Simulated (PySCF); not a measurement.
# TmF2+: ligand-field states

Aim: compute the ligand-field states of TmF2+.

Computed with PySCF 2.14.0 and routines of our own; the level stands in each step. Atoms count from 0.

## Step 1: The system as given

3 atoms, charge 1, states of the metal's open shell are computed; geometry from: model geometry, bond lengths from ionic radii.

## Step 2: Ligand-field states: state-averaged CASSCF

What the job is given:

```
{"job": {"kind": "lf", "basis": {"metal": "x2c-TZVPall", "ligand": "x2c-SVPall"}, "nevpt": true}, "charge": 1, "metal": "Tm", "open_shell": "f12"}
Tm     0.000000     0.000000     0.000000
F      0.000000     0.000000     1.940000
F      0.000000     0.000000    -1.940000
```

Level: state-averaged CASSCF of the metal f shell, SC-NEVPT2 on the averaged canonical orbitals, state-interaction spin-orbit coupling.

Launch:

```
$ OMP_NUM_THREADS=1 python lf_run.py task.json out
```

The driver reads the jobs from task.json and runs them one after another.

Output:

```text
basis functions 132, electrons 86, active (12e, 7o)
stage 1: DIIS on the effective Fock matrix, level shift 0.30
cycle   1  E = -13761.6354116222  dE = -1.376e+04  max|g| = 9.198e-01
cycle   2  E = -13762.0320290720  dE = -3.966e-01  max|g| = 8.112e-01
cycle   3  E = -13762.0329789724  dE = -9.499e-04  max|g| = 9.359e-01
cycle   4  E = -13762.2086384947  dE = -1.757e-01  max|g| = 1.149e-01
cycle   5  E = -13762.2532797653  dE = -4.464e-02  max|g| = 1.029e-01
cycle   6  E = -13762.2603244503  dE = -7.045e-03  max|g| = 8.429e-02
cycle   7  E = -13762.2772262535  dE = -1.690e-02  max|g| = 5.661e-02
cycle   8  E = -13762.2811030829  dE = -3.877e-03  max|g| = 5.979e-02
cycle   9  E = -13762.2833369628  dE = -2.234e-03  max|g| = 5.331e-02
cycle  10  E = -13762.2776398316  dE =  5.697e-03  max|g| = 5.471e-02
cycle  11  E = -13762.2158843831  dE =  6.176e-02  max|g| = 1.539e-01
cycle  12  E = -13762.0220646316  dE =  1.938e-01  max|g| = 2.765e-01
cycle  13  E = -13761.5026398210  dE =  5.194e-01  max|g| = 6.424e-01
cycle  14  E = -13761.0896636566  dE =  4.130e-01  max|g| = 1.001e+00
cycle  15  E = -13760.9012512273  dE =  1.884e-01  max|g| = 1.172e+00
stage 2: quasi-Newton rotations from the point of smallest gradient
cycle  17  E = -13762.2884204712  dE = -5.084e-03  max|g| = 1.498e-02
cycle  18  E = -13762.2885215712  dE = -1.011e-04  max|g| = 1.235e-02
cycle  19  E = -13762.2885659732  dE = -4.440e-05  max|g| = 2.144e-03
cycle  20  E = -13762.2885699119  dE = -3.939e-06  max|g| = 4.350e-04
cycle  21  E = -13762.2885700805  dE = -1.686e-07  max|g| = 2.899e-04
cycle  22  E = -13762.2885701047  dE = -2.419e-08  max|g| = 5.859e-05
cycle  23  E = -13762.2885701071  dE = -2.365e-09  max|g| = 4.790e-06
converged average energy = -13762.2885701071

 mult deg   label        CASSCF/cm-1   NEVPT2/cm-1
   3   2   3Deltag             0.0           0.0
   3   2   3Pig              -17.8         139.2
   3   1   3Sigmag-          159.0         515.5
   3   2   3Phig             809.7         974.9
   3   2   3Gammag          2440.4        3132.5
   3   2   3Hg              4095.8        5229.0
   3   2   3Phig            8484.7        7984.2
   3   2   3Deltag          9583.2        9245.6
   3   2   3Pig            10062.0        9815.7
   1   2   1Phig            9675.8        9876.4
   1   1   1Sigmag+        10141.9       10446.4
   3   1   3Sigmag-        10612.7       10663.0
   1   2   1Deltag         10340.9       10929.8
   1   2   1Pig            10392.2       10940.3
   1   2   1Gammag         11309.1       12289.8
   1   2   1Deltag         27764.5       25496.0
   1   1   1Sigmag+        30677.4       28591.8
   1   2   1Pig            30858.5       29377.8
   1   1   1Sigmag+        32205.8       29506.0
   1   2   1Pig            32371.9       29506.0
   1   2   1Deltag         33329.1       30765.9
   1   2   1Phig           34723.6       32572.7
   3   2   3Pig            37378.8       33139.8
   1   2   1Gammag         36381.9       34651.1
   1   2   1Hg             38051.6       36586.0
   3   1   3Sigmag-        41579.3       38183.1
   1   2   1Ig             39745.4       38377.1
   1   1   1Sigmag+        84371.5       77057.7

spin-orbit levels / cm-1
      0.00  x2  3Deltag 0.47 3Pig 0.43 3Phig 0.08
     71.42  x2  3Pig 0.52 3Sigmag- 0.30 3Deltag 0.17
    162.83  x1  3Sigmag- 0.50 3Pig 0.48
    346.78  x2  3Deltag 0.61 3Phig 0.35
   1422.08  x2  3Phig 0.78 3Gammag 0.21
   3286.39  x2  3Gammag 0.88 3Hg 0.11
   5110.06  x2  3Hg 0.99
   7154.52  x2  3Deltag 0.29 1Phig 0.28 3Phig 0.20
   7809.97  x2  3Pig 0.27 1Deltag 0.20 3Deltag 0.19
   7912.95  x2  3Phig 0.73 1Gammag 0.23
   8163.03  x1  3Pig 1.00
   8284.10  x2  3Sigmag- 0.51 3Deltag 0.46
   8314.32  x1  1Sigmag+ 0.36 3Sigmag- 0.22 3Pig 0.21
   8455.72  x2  1Pig 0.35 3Pig 0.25 3Sigmag- 0.15
   8898.01  x2  3Phig 0.41 3Pig 0.21 1Deltag 0.13
   9631.10  x2  3Gammag 0.29 3Phig 0.26 3Deltag 0.26
  10896.32  x2  3Gammag 0.68 3Phig 0.21 3Hg 0.10
  12972.72  x2  3Hg 0.89 3Gammag 0.11
  13588.14  x2  3Phig 0.34 3Deltag 0.23 3Deltag 0.22
  13609.59  x2  3Pig 0.29 3Pig 0.26 3Deltag 0.20
  14019.15  x1  3Sigmag- 0.29 3Pig 0.27 3Sigmag- 0.27
  14857.42  x2  3Gammag 0.39 3Phig 0.25 3Deltag 0.13
  16363.14  x2  3Hg 0.52 1Gammag 0.24 3Phig 0.20
  16461.08  x2  3Phig 0.55 3Deltag 0.41
  16808.48  x2  3Phig 0.77 3Pig 0.13 1Deltag 0.09
  17675.82  x2  3Pig 0.46 3Deltag 0.40 1Deltag 0.10
  17835.34  x1  3Pig 1.00
  17891.30  x2  3Deltag 0.66 3Sigmag- 0.32
  19331.05  x1  3Pig 0.52 3Sigmag- 0.29 1Sigmag+ 0.14
  19339.40  x2  3Sigmag- 0.40 3Pig 0.30 3Deltag 0.16
```

It took 16 s on 1 thread of Intel Xeon 6975P-C, shared host; peak memory 0.34 GiB.

From this job:

| quantity | value |
| --- | --- |
| spin-orbit constant ζ | 2638 cm⁻¹ |

Powder susceptibility:

| T (K) | χT (cm³ K/mol) | μ(eff) |
| --- | --- | --- |
| 2 | 0.845 | 2.60 |
| 5 | 1.075 | 2.93 |
| 10 | 1.459 | 3.42 |
| 20 | 2.213 | 4.21 |
| 30 | 2.893 | 4.81 |
| 50 | 3.928 | 5.60 |
| 75 | 4.765 | 6.17 |
| 100 | 5.302 | 6.51 |
| 150 | 5.911 | 6.88 |
| 200 | 6.217 | 7.05 |
| 250 | 6.387 | 7.15 |
| 300 | 6.492 | 7.21 |

## Step 3: Ligand-field states: state-averaged CASSCF (bond angle at 170°)

What the job is given:

```
{"job": {"kind": "lf", "basis": {"metal": "x2c-TZVPall", "ligand": "x2c-SVPall"}, "nevpt": true, "reuse": true}, "charge": 1, "metal": "Tm", "open_shell": "f12"}
Tm     0.000000     0.000000     0.000000
F      0.169082     0.000000     1.932618
F      0.169082     0.000000    -1.932618
```

With the program's defaults for keys left out, this is: state-averaged CASSCF of the metal f shell, SC-NEVPT2 on the averaged canonical orbitals, state-interaction spin-orbit coupling.

Output:

```text
basis functions 132, electrons 86, active (12e, 7o)
start from the orbitals of the previous structure
stage 1: DIIS on the effective Fock matrix, level shift 0.30
cycle   1  E = -13761.8103201476  dE = -1.376e+04  max|g| = 5.785e+00
cycle   2  E = -13762.1686425940  dE = -3.583e-01  max|g| = 2.897e-01
cycle   3  E = -13762.1739897381  dE = -5.347e-03  max|g| = 1.306e-01
cycle   4  E = -13762.2732240261  dE = -9.923e-02  max|g| = 1.114e-01
cycle   5  E = -13762.2765211852  dE = -3.297e-03  max|g| = 4.163e-02
cycle   6  E = -13762.2110119212  dE =  6.551e-02  max|g| = 1.613e-01
cycle   7  E = -13762.1703498986  dE =  4.066e-02  max|g| = 1.872e-01
cycle   8  E = -13762.0757301102  dE =  9.462e-02  max|g| = 2.062e-01
cycle   9  E = -13761.7378303236  dE =  3.379e-01  max|g| = 4.871e-01
cycle  10  E = -13761.2975075687  dE =  4.403e-01  max|g| = 8.061e-01
cycle  11  E = -13761.0156442812  dE =  2.819e-01  max|g| = 9.770e-01
cycle  12  E = -13760.8579260297  dE =  1.577e-01  max|g| = 1.055e+00
cycle  13  E = -13760.8370304513  dE =  2.090e-02  max|g| = 1.062e+00
cycle  14  E = -13760.8798475864  dE = -4.282e-02  max|g| = 1.034e+00
cycle  15  E = -13760.9224772983  dE = -4.263e-02  max|g| = 1.008e+00
stage 2: quasi-Newton rotations from the point of smallest gradient
cycle  17  E = -13762.2890799454  dE = -1.256e-02  max|g| = 3.322e-02
cycle  18  E = -13762.2893628740  dE = -2.829e-04  max|g| = 3.202e-02
cycle  19  E = -13762.2897108349  dE = -3.480e-04  max|g| = 3.595e-03
cycle  20  E = -13762.2897230265  dE = -1.219e-05  max|g| = 2.694e-03
cycle  21  E = -13762.2897274171  dE = -4.391e-06  max|g| = 5.203e-04
cycle  22  E = -13762.2897278029  dE = -3.858e-07  max|g| = 1.644e-04
cycle  23  E = -13762.2897278418  dE = -3.887e-08  max|g| = 4.812e-05
cycle  24  E = -13762.2897278451  dE = -3.383e-09  max|g| = 1.382e-05
cycle  25  E = -13762.2897278455  dE = -3.292e-10  max|g| = 5.389e-06
converged average energy = -13762.2897278455

 mult deg   label        CASSCF/cm-1   NEVPT2/cm-1
   3   1   3A1                 0.0           0.0
   3   1   3B2                 0.0           0.4
   3   1   3B1               -39.1         103.6
   3   1   3A2               -31.5         119.6
   3   1   3B2               122.9         455.5
   3   1   3B1               792.1         954.7
   3   1   3A2               792.1         954.7
   3   1   3B2              2370.7        3036.6
   3   1   3A1              2370.7        3036.6
   3   1   3B1              3999.6        5096.5
   3   1   3A2              3999.6        5096.5
   3   1   3B1              8456.2        7935.5
   3   1   3A2              8456.2        7935.5
   3   1   3B2              9529.4        9168.6
   3   1   3A1              9529.4        9168.6
   3   1   3B1              9999.6        9728.3
   3   1   3A2             10012.5        9744.6
   1   1   1B1              9672.2        9874.9
   1   1   1A2              9672.2        9874.9
   1   1   1A1             10118.8       10425.3
   3   1   3B2             10535.6       10550.4
   1   1   1B2             10293.0       10861.0
   1   1   1A1             10293.0       10861.0
   1   1   1B1             10346.7       10877.8
   1   1   1A2             10350.2       10882.5
   1   1   1B2             11238.2       12186.4
   1   1   1A1             11238.2       12186.5
   1   1   1B2             27755.2       25477.8
   1   1   1A1             27755.1       25477.8
   1   1   1A1             30638.2       28573.1
   1   1   1B1             30781.7       29265.8
   1   1   1A2             30779.3       29269.8
   1   1   1A1             32206.4       29465.3
   1   1   1B1             32371.8       29499.5
   1   1   1A2             32404.2       29533.4
   1   1   1B2             33319.2       30742.2
   1   1   1A1             33319.8       30743.0
   1   1   1B1             34682.9       32507.9
   1   1   1A2             34682.9       32507.9
   3   1   3B1             37340.9       33081.2
   3   1   3A2             37360.3       33098.4
   1   1   1A1             36308.6       34543.1
   1   1   1B2             36308.6       34543.3
   1   1   1B1             37956.0       36453.7
   1   1   1A2             37956.0       36453.7
   3   1   3B2             41478.5       38046.8
   1   1   1A1             39630.3       38229.4
   1   1   1B2             39630.3       38229.5
   1   1   1A1             84320.0       76982.2

spin-orbit levels / cm-1
      0.00  x1  3A1 0.47 3B1 0.22 3A2 0.21
      0.27  x1  3B2 0.47 3A2 0.23 3B1 0.20
     52.73  x1  3B1 0.52 3B2 0.31 3A1 0.09
     54.02  x1  3A2 0.52 3B2 0.30 3B2 0.10
    134.38  x1  3B2 0.51 3B1 0.25 3A2 0.23
    350.53  x1  3A2 0.35 3A1 0.31 3B2 0.30
    350.54  x1  3B1 0.35 3B2 0.31 3A1 0.30
   1399.61  x2  3B1 0.39 3A2 0.39 3B2 0.11
   3201.12  x2  3B2 0.44 3A1 0.44 3A2 0.06
   4992.04  x2  3A2 0.50 3B1 0.50
   7154.48  x2  3A1 0.15 3B2 0.15 1A2 0.14
   7784.28  x1  1B2 0.21 3A1 0.18 3A1 0.14
   7784.37  x1  1A1 0.21 3B2 0.18 3B2 0.14
   7862.66  x1  3A2 0.37 3B1 0.35 1B2 0.23
   7862.67  x1  3B1 0.37 3A2 0.35 1A1 0.23
   8150.71  x1  3A2 0.51 3B1 0.49
   8259.20  x1  3B2 0.51 3B2 0.22 3A1 0.21
   8271.91  x1  3B2 0.54 3A1 0.20 3B2 0.19
   8273.16  x1  1A1 0.36 3B2 0.22 3B2 0.11
   8400.83  x1  1A2 0.34 3B1 0.25 3B2 0.15
   8403.10  x1  1B1 0.34 3A2 0.25 3B2 0.15
   8861.89  x1  3A2 0.21 3B1 0.20 1A1 0.13
   8862.01  x1  3B1 0.21 3A2 0.20 1B2 0.13
   9589.44  x2  3A1 0.15 3B2 0.15 3A1 0.13
  10829.92  x2  3A1 0.34 3B2 0.34 3B1 0.11
  12859.29  x2  3B1 0.44 3A2 0.44 3B2 0.06
  13579.99  x1  3B1 0.29 3B1 0.26 3B2 0.11
  13581.58  x1  3A1 0.23 3A1 0.22 3A2 0.17
  13581.76  x1  3B2 0.23 3B2 0.22 3B1 0.17
  13590.32  x1  3A2 0.29 3A2 0.26 3B2 0.10
```

It took 12 s on 1 thread of Intel Xeon 6975P-C, shared host; peak memory 0.34 GiB.

Warnings kept with the result: spin Hamiltonian not valid, low-lying orbital states.

In short:

| quantity | value |
| --- | --- |
| spin-orbit constant ζ | 2638 cm⁻¹ |

Powder susceptibility:

| T (K) | χT (cm³ K/mol) | μ(eff) |
| --- | --- | --- |
| 2 | 0.887 | 2.66 |
| 20 | 2.604 | 4.56 |
| 100 | 5.516 | 6.64 |
| 300 | 6.530 | 7.23 |

## Step 4: Ligand-field states: state-averaged CASSCF (bond angle at 160°)

What the job is given:

```
{"job": {"kind": "lf", "basis": {"metal": "x2c-TZVPall", "ligand": "x2c-SVPall"}, "nevpt": true, "reuse": true}, "charge": 1, "metal": "Tm", "open_shell": "f12"}
Tm     0.000000     0.000000     0.000000
F      0.336877     0.000000     1.910527
F      0.336877     0.000000    -1.910527
```

Method: state-averaged CASSCF of the metal f shell, SC-NEVPT2 on the averaged canonical orbitals, state-interaction spin-orbit coupling.

Output:

```text
basis functions 132, electrons 86, active (12e, 7o)
start from the orbitals of the previous structure
stage 1: DIIS on the effective Fock matrix, level shift 0.30
cycle   1  E = -13761.8151745740  dE = -1.376e+04  max|g| = 7.274e+00
cycle   2  E = -13762.1379560605  dE = -3.228e-01  max|g| = 2.762e-01
cycle   3  E = -13762.2128339610  dE = -7.488e-02  max|g| = 2.343e-01
cycle   4  E = -13762.2222764347  dE = -9.442e-03  max|g| = 1.182e-01
cycle   5  E = -13762.2097558313  dE =  1.252e-02  max|g| = 1.149e-01
cycle   6  E = -13762.2317470201  dE = -2.199e-02  max|g| = 1.059e-01
cycle   7  E = -13762.2530109991  dE = -2.126e-02  max|g| = 8.061e-02
cycle   8  E = -13762.1481846991  dE =  1.048e-01  max|g| = 1.863e-01
cycle   9  E = -13762.0323943277  dE =  1.158e-01  max|g| = 2.155e-01
cycle  10  E = -13761.9199761895  dE =  1.124e-01  max|g| = 3.178e-01
cycle  11  E = -13761.8193442466  dE =  1.006e-01  max|g| = 4.089e-01
cycle  12  E = -13761.6617654749  dE =  1.576e-01  max|g| = 5.436e-01
cycle  13  E = -13761.5018348315  dE =  1.599e-01  max|g| = 6.594e-01
cycle  14  E = -13761.3836131491  dE =  1.182e-01  max|g| = 7.569e-01
cycle  15  E = -13761.2201795708  dE =  1.634e-01  max|g| = 8.568e-01
stage 2: quasi-Newton rotations from the point of smallest gradient
cycle  17  E = -13762.2921252359  dE = -3.911e-02  max|g| = 1.900e-02
cycle  18  E = -13762.2925536205  dE = -4.284e-04  max|g| = 2.448e-02
cycle  19  E = -13762.2927896010  dE = -2.360e-04  max|g| = 1.147e-02
cycle  20  E = -13762.2928202040  dE = -3.060e-05  max|g| = 2.458e-03
cycle  21  E = -13762.2928239717  dE = -3.768e-06  max|g| = 6.754e-04
cycle  22  E = -13762.2928244014  dE = -4.297e-07  max|g| = 1.597e-04
cycle  23  E = -13762.2928244676  dE = -6.617e-08  max|g| = 5.311e-05
cycle  24  E = -13762.2928244768  dE = -9.193e-09  max|g| = 8.876e-06
converged average energy = -13762.2928244768

 mult deg   label        CASSCF/cm-1   NEVPT2/cm-1
   3   1   3A1                 0.0           0.0
   3   1   3B1               -95.2           8.0
   3   1   3B2                -3.0          33.9
   3   1   3A2               -70.3          62.2
   3   1   3B2                31.1         262.4
   3   1   3B1               744.8         897.7
   3   1   3A2               744.8         897.7
   3   1   3B2              2179.0        2772.5
   3   1   3A1              2179.0        2772.5
   3   1   3B1              3731.5        4727.3
   3   1   3A2              3731.5        4727.3
   3   1   3B1              8380.4        7804.5
   3   1   3A2              8380.4        7804.5
   3   1   3A1              9383.4        8959.0
   3   1   3B2              9383.5        8959.4
   3   1   3B1              9827.2        9486.4
   3   1   3A2              9877.4        9550.7
   1   1   1B1              9662.7        9869.5
   1   1   1A2              9662.7        9869.5
   3   1   3B2             10322.7       10239.0
   1   1   1A1             10051.1       10359.1
   1   1   1A1             10162.5       10670.3
   1   1   1B2             10161.5       10671.2
   1   1   1B1             10222.8       10706.7
   1   1   1A2             10233.6       10719.7
   1   1   1B2             11044.5       11902.8
   1   1   1A1             11044.5       11902.9
   1   1   1A1             27729.6       25426.9
   1   1   1B2             27731.3       25429.0
   1   1   1A1             30517.2       28487.5
   1   1   1B1             30569.1       28955.9
   1   1   1A2             30557.7       28965.9
   1   1   1A1             32221.1       29388.2
   1   1   1B1             32373.6       29484.8
   1   1   1A2             32502.8       29626.5
   1   1   1B2             33297.2       30683.9
   1   1   1A1             33306.1       30694.8
   1   1   1B1             34574.0       32332.2
   1   1   1A2             34574.0       32332.2
   3   1   3B1             37237.6       32922.1
   3   1   3A2             37315.1       32993.5
   1   1   1A1             36106.4       34244.7
   1   1   1B2             36106.4       34244.8
   1   1   1B1             37689.6       36084.7
   1   1   1A2             37689.6       36084.7
   3   1   3B2             41197.1       37666.7
   1   1   1B2             39308.0       37817.0
   1   1   1A1             39308.0       37817.0
   1   1   1A1             84179.1       76775.5

spin-orbit levels / cm-1
      0.00  x1  3A2 0.51 3B2 0.25 3B2 0.17
     17.06  x1  3A2 0.46 3B2 0.40 3B2 0.10
     17.70  x1  3B1 0.51 3B2 0.35 3A1 0.13
     20.89  x1  3A1 0.47 3B1 0.23 3A2 0.21
     81.98  x1  3B1 0.45 3B2 0.41 3B2 0.08
    401.01  x1  3A2 0.35 3A1 0.33 3B2 0.23
    405.27  x1  3B1 0.35 3B2 0.27 3A1 0.26
   1356.87  x2  3B1 0.38 3A2 0.38 3A1 0.11
   2986.88  x2  3A1 0.44 3B2 0.44 3A2 0.06
   4684.23  x2  3A2 0.50 3B1 0.50
   7175.61  x1  1B1 0.29 3A2 0.17 3A1 0.16
   7175.81  x1  1A2 0.29 3B1 0.17 3B2 0.16
   7708.60  x1  3B1 0.19 1B2 0.15 3A1 0.11
   7714.11  x1  3A2 0.22 1A1 0.13 3B1 0.11
   7765.50  x1  3A2 0.29 3B1 0.17 1B2 0.15
   7769.35  x1  3B1 0.26 3A2 0.14 1A1 0.14
   8139.21  x1  3A2 0.54 3B1 0.46
   8151.03  x1  3B2 0.33 3B2 0.29 3A1 0.11
   8173.02  x1  1A1 0.35 3B2 0.23 3A2 0.11
   8203.18  x1  3B2 0.38 1B1 0.20 3A2 0.15
   8291.87  x1  1A2 0.27 3B1 0.20 3B2 0.18
   8345.92  x1  3B2 0.32 3A1 0.23 1B1 0.15
   8791.80  x1  3B1 0.23 3A2 0.20 3B1 0.13
   8792.14  x1  3A2 0.23 3B1 0.20 3B1 0.14
   9507.00  x1  3B1 0.27 3A1 0.15 3B2 0.14
   9507.62  x1  3A2 0.27 3B2 0.15 3A1 0.14
  10668.62  x2  3B2 0.33 3A1 0.33 3B1 0.11
  12564.70  x2  3B1 0.44 3A2 0.44 3A1 0.06
  13529.80  x1  3B1 0.29 3B1 0.25 3B2 0.17
  13550.64  x1  3A2 0.29 3A2 0.25 3B2 0.17
```

Run time: 12 s. Hardware: 1 thread of Intel Xeon 6975P-C, shared host; peak memory 0.34 GiB.

Warnings kept with the result: spin Hamiltonian not valid, low-lying orbital states.

In short:

| quantity | value |
| --- | --- |
| spin-orbit constant ζ | 2638 cm⁻¹ |

Powder susceptibility:

| T (K) | χT (cm³ K/mol) | μ(eff) |
| --- | --- | --- |
| 2 | 1.079 | 2.94 |
| 20 | 5.442 | 6.60 |
| 100 | 6.233 | 7.06 |
| 300 | 6.646 | 7.29 |

[end of part 1 of 2]
